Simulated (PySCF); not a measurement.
**BI−: from the state search to spectroscopic constants**

The task here is to estimate one member of a computed series from the others.

The runs use PySCF 2.14.0; B def2-SVPD, I def2-SVPD with ECP28, scalar-relativistic core potentials.

1 further run of the same task is left out (it didn't finish).

Set-up of the first run:

The job is set up so:

```
atoms                         : B, I
charge                        : -1
basis                         : B def2-SVPD, I def2-SVPD with ECP28
Hamiltonian                   : scalar-relativistic core potentials
basis functions               : 55
electrons treated             : 31
masses in u                   : 11.0093, 126.9045
levels                        : PBE0, PBE, r²SCAN, B2PLYP, LDA, BP86, LC-ωPBE, HF, MP2, SCS-MP2
grid                          : 80 radial by 434 angular points
occupations                   : held fixed by the projection of orbital angular momentum
dissociation limit            : B + I−, each in its ground configuration
starting distance in angstrom : 2.225
values of 2S to try           : 1, 3
```

The run is started by

```console
$ OMP_NUM_THREADS=1 python dia.py task.json out
```

Steps of the session up to this table: Input; First curve: PBE0; Other states along the same grid; PBE; r²SCAN (meta-GGA); B2PLYP (double hybrid); LDA; BP86 (GGA); LC-ωPBE; UHF.

One table of the session follows, with a row left open; its other results are not shown here.

It belongs to the step «The curves together». Energy (eV) from each level's lowest point:

| R (Å) | UHF | UHF-MP2 | UHF-SCS-MP2 | LDA | PBE |
| --- | --- | --- | --- | --- | --- |
| 2.059 | 0.661 | 0.388 | 0.428 | 0.259 | 0.365 |
| 2.155 | 0.385 | 0.172 | 0.202 | 0.087 | 0.153 |
| 2.250 | 0.213 | 0.057 | 0.076 | 0.012 | 0.043 |
| 2.322 | 0.130 | 0.015 | 0.027 | 0.000 | 0.008 |
| 2.394 | 0.074 | 0.000 | 0.004 | 0.014 | 0.000 |
| 2.466 | 0.038 | 0.003 | 0.000 | 0.047 | 0.013 |
| 2.562 | 0.011 | 0.027 | 0.014 | 0.112 | 0.054 |
| 2.681 | 0.000 | 0.074 | 0.050 | 0.214 | 0.128 |
| 2.825 | ? | ? | ? | ? | ? |
| 3.016 | 0.029 | 0.234 | 0.184 | 0.532 | 0.380 |

Estimate the missing values for R (Å) = 2.825.

Worked estimate for «UHF». A straight line through the neighbours (2.681, 0.000) and (3.016, 0.029) gives 0.000 + (0.029 − 0.000) × (2.825 − 2.681) / (3.016 − 2.681) = 0.012; a parabola fitted to 3 rows on both sides gives 0.002.

**Answer.** UHF: 0.006; UHF-MP2: 0.142; UHF-SCS-MP2: 0.106; LDA: 0.349; PBE: 0.233. In «UHF» the line misses by +0.006 and the parabola by -0.004.
